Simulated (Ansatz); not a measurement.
**ClH6NOSi2: one species, many methods**

One table from this session's results is given with a row withheld; the runs are named, their logs left out.

Program: Ansatz 0.2.0, Gaussian basis. Level of theory: functionals in def2-TZVPP, the program's frozen cores in correlated methods. These are calculated values, not measurements.

Plan: LDA (SPW92), PBE-D4, revPBE-D4, BLYP-D4, r2SCAN-D4, B97M-V, PBE0-D4, B3LYP-D4, r2SCANh-D4, r2SCAN0-D4, HSE06-D4, BHLYP-D4, CAM-B3LYP-D4, LC-ωPBE, ωB97X-V, ωB97M-V, B2PLYP, PBE-QIDH; CCSD(T)/def2-SVP; CCSD(T)/def2-TZVPP; MP2/def2-QZVPP; extrapolation to the limit; RPA on PBE.

## The relaxed structure

The geometry comes from an earlier relaxation with PBE0-D4 in a triple-zeta def2 set; it is a stationary point, not always the lowest conformer.

SMILES `N[SiH](Cl)O[SiH3]`, 11 atoms, charge 0, spin multiplicity 1.

Atoms are counted from 1 here; the program's logs count them from 0.

Bond lengths: N1–Si2 1.692 Å, N1–H6 1.008 Å, N1–H7 1.007 Å, Si2–Cl3 2.072 Å, Si2–O4 1.620 Å, Si2–H8 1.474 Å, O4–Si5 1.643 Å, Si5–H9 1.482 Å, Si5–H10 1.484 Å, Si5–H11 1.484 Å. Angles: Si2–N1–H6 120.8°, Si2–N1–H7 120.0°, H6–N1–H7 111.6°, N1–Si2–Cl3 114.5°, N1–Si2–O4 108.4°, N1–Si2–H8 109.1°, Cl3–Si2–O4 106.3°, Cl3–Si2–H8 105.7°, O4–Si2–H8 112.8°, Si2–O4–Si5 142.5°, O4–Si5–H9 107.3°, O4–Si5–H10 110.1°, O4–Si5–H11 110.5°, H9–Si5–H10 109.7°, H9–Si5–H11 109.8°, H10–Si5–H11 109.5°.

Coordinates:

```xyz
11
ClH6NOSi2
N     0.0469    1.3161    1.8248
Si   -0.5052   -0.0247    0.9527
Cl    0.4374   -1.8076    1.4286
O    -0.2211    0.2355   -0.6209
Si    0.2708   -0.5144   -1.9979
H     0.9608    1.7033    1.6515
H    -0.2350    1.4444    2.7831
H    -1.9338   -0.2361    1.2483
H     0.0082    0.4150   -3.1226
H     1.7227   -0.8135   -1.9254
H    -0.4863   -1.7750   -2.2015
```

The first run:

Input file in.yaml:

```yaml
crystal:
  periodic: [false, false, false]
  atoms:
    - {symbol: N, position_ang: [0.046887, 1.316074, 1.824798]}
    - {symbol: Si, position_ang: [-0.505157, -0.024666, 0.952706]}
    - {symbol: Cl, position_ang: [0.437401, -1.807608, 1.428553]}
    - {symbol: O, position_ang: [-0.221108, 0.235534, -0.620873]}
    - {symbol: Si, position_ang: [0.270774, -0.514427, -1.997928]}
    - {symbol: H, position_ang: [0.960765, 1.703324, 1.651482]}
    - {symbol: H, position_ang: [-0.235021, 1.444416, 2.783094]}
    - {symbol: H, position_ang: [-1.933755, -0.236123, 1.248317]}
    - {symbol: H, position_ang: [0.008225, 0.414998, -3.122585]}
    - {symbol: H, position_ang: [1.722657, -0.813475, -1.925404]}
    - {symbol: H, position_ang: [-0.486268, -1.775044, -2.201459]}
basis:
  gaussian: {orbitals: def2-TZVPP}
hamiltonian: {xc: lda}
output: {orbitals: {seedname: orbitals}}
```

On the command line:

```console
ansatz run in.yaml --threads 2 --pin off --events-out ev --progress --plain --max-ram 22528MiB --backend cuda --devices 0, --max-vram 18GiB
```

Among the steps run: LDA; PBE-D4 (GGA); revPBE-D4 (GGA); BLYP-D4 (GGA); r2SCAN-D4 (meta-GGA); B97M-V (meta-GGA); PBE0-D4 (hybrid); B3LYP-D4 (hybrid); r2SCANh-D4 (hybrid); r2SCAN0-D4 (hybrid); HSE06-D4 (hybrid); BHLYP-D4 (hybrid); CAM-B3LYP-D4 (range-separated); LC-ωPBE (range-separated); ωB97X-V (range-separated); ωB97M-V (range-separated); B2PLYP (double hybrid); PBE-QIDH (double hybrid).

One of the session's tables, all rows but one given; the rest of the session is left out.

It belongs to the step «Orbital energies across the functionals». 

| functional | HOMO (eV) | gap (eV) |
| --- | --- | --- |
| LDA (SPW92) | -6.73 | 5.75 |
| PBE-D4 | -6.56 | 5.86 |
| revPBE-D4 | -6.50 | 5.92 |
| BLYP-D4 | -6.41 | 5.85 |
| r2SCAN-D4 | ? | ? |
| B97M-V | -7.01 | 6.46 |
| PBE0-D4 | -8.01 | 8.19 |
| B3LYP-D4 | -7.75 | 7.70 |
| r2SCANh-D4 | -7.43 | 7.44 |
| r2SCAN0-D4 | -8.24 | 8.68 |
| HSE06-D4 | -7.61 | 7.40 |
| BHLYP-D4 | -9.36 | 10.38 |
| CAM-B3LYP-D4 | -9.44 | 10.58 |
| LC-ωPBE | -10.88 | 13.22 |
| ωB97X-V | -10.49 | 12.66 |
| ωB97M-V | -10.38 | 12.20 |

**Question.** Estimate the row for r2SCAN-D4.

Worked estimate for «HOMO (eV)». Against the share of exact exchange, r2SCANh-D4 (0.1, -7.43), r2SCAN0-D4 (0.25, -8.24) give a slope of -5.40 per unit share; at 0 the line stands at -6.89.

As computed: HOMO (eV): -6.88; gap (eV): 6.61. In «HOMO (eV)» the line misses by -0.01.
